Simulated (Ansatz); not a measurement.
# C2H5ClGeO: the cost of one run

Method: the settings change from run to run; program: Ansatz 0.2.0, Gaussian basis.

### Step 1. The geometry

An earlier PBE0-D4 in a triple-zeta def2 set relaxation fixed the geometry.

10 atoms, charge 0, spin multiplicity 1.

Atoms are counted from 1 here; the program's logs count them from 0.

Bond lengths: Cl1–C2 1.774 Å, C2–Ge3 1.967 Å, C2–C4 1.461 Å, C2–O5 1.396 Å, Ge3–H6 1.532 Å, Ge3–H7 1.536 Å, Ge3–H8 1.533 Å, C4–O5 1.425 Å, C4–H9 1.086 Å, C4–H10 1.087 Å. Angles: Cl1–C2–Ge3 112.9°, Cl1–C2–C4 117.0°, Cl1–C2–O5 114.9°, Ge3–C2–C4 124.2°, Ge3–C2–O5 117.5°, C4–C2–O5 59.8°, C2–Ge3–H6 108.4°, C2–Ge3–H7 107.0°, C2–Ge3–H8 108.7°, H6–Ge3–H7 111.0°, H6–Ge3–H8 110.8°, H7–Ge3–H8 110.8°, C2–C4–O5 57.8°, C2–C4–H9 118.1°, C2–C4–H10 120.2°, O5–C4–H9 114.9°, O5–C4–H10 115.4°, H9–C4–H10 116.6° and more.

### Step 2. rPW86-PBE/6-31G*

This run has multiplicity 3, a point charge of -1.00 e beside it.

Input file in.yaml:

```yaml
crystal:
  periodic: [false, false, false]
  atoms:
    - {symbol: Cl, position_ang: [-1.010869, -1.094840, 1.733151]}
    - {symbol: C, position_ang: [-0.435982, -0.054254, 0.415850]}
    - {symbol: Ge, position_ang: [1.502741, -0.197388, 0.118946]}
    - {symbol: C, position_ang: [-1.402282, 0.298116, -0.621379]}
    - {symbol: O, position_ang: [-1.000327, 1.221772, 0.386031]}
    - {symbol: H, position_ang: [2.221382, 0.303015, 1.375854]}
    - {symbol: H, position_ang: [1.838671, 0.682456, -1.094449]}
    - {symbol: H, position_ang: [1.850656, -1.664139, -0.160113]}
    - {symbol: H, position_ang: [-2.417313, -0.074431, -0.522471]}
    - {symbol: H, position_ang: [-1.063676, 0.528592, -1.628420]}
basis:
  gaussian: {orbitals: "6-31G*", point_charges: [{charge: -1.00, position_ang: [5.108, -0.835, 0.622]}]}
magnetization: {spin_polarized: true, initial_magnetization: 2}
hamiltonian: {xc: {name: rPW86-PBE}}
output: {forces: true}
```

Command:

```bash
$ ansatz run in.yaml --threads 4 --pin off --events-out ev --progress --plain --max-ram 10444MiB
```

**Question.** How long does this run take on 4 threads of Arm Neoverse V1, shared host, and how much memory does it need?

About 11 s, with a peak of 0.33 GiB.
